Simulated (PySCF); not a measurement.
# C3H6F2O2: the cost of one run

The runs use PySCF 2.14.0, with density-fitted response routines of our own; the level of theory stands in each step. All values are computed, except where a source is named. Atoms count from 0, in the outputs and in this text.

### 1 Starting geometry

13 atoms, charge 0, multiplicity 1; geometry from: GFN2-xTB. The atoms were then displaced at random by about 0.01 Å, so the start is not that level's minimum.

Bonds of the start (Å): C0–O1 1.39, O1–C2 1.36, C2–O3 1.46, O3–C4 1.33, C4–F5 1.35, C4–F6 1.37, C0–H7 1.07, C0–H8 1.12, C0–H9 1.10, C2–H10 1.10, C2–H11 1.10, C4–H12 1.12.

### 2 Optimising the geometry at PBE0-D3(BJ)/def2-SVP

What the job is given:

```
{"job": {"xc": "PBE0", "basis": "def2-SVP", "d3": "d3bj", "grid": 1, "shake": 0.01, "kind": "geom"}, "charge": 0, "multiplicity": 1}
C     -1.849000     0.164270    -0.168260
O     -0.799190    -0.537960    -0.754360
C      0.091450    -1.028180     0.153440
O      0.916560    -0.000260     0.779780
C      1.667260     0.689630    -0.078140
F      1.974990     1.876170     0.492640
F      2.860980     0.056040    -0.280610
H     -2.443000    -0.454880     0.476880
H     -1.506340     1.050700     0.421360
H     -2.483690     0.531930    -0.992510
H      0.757660    -1.719950    -0.373120
H     -0.365770    -1.535960     1.012150
H      1.183900     0.891570    -1.066570
```

Run with:

```console
$ OMP_NUM_THREADS=1 python probes_run.py task.json out
```

This one command runs all jobs of the session in turn.

**Question.** How long does this first job take on 1 thread of Intel Xeon Platinum 8488C, shared host, and how much memory does it need?

About 98 s, with a peak of 0.5 GiB.
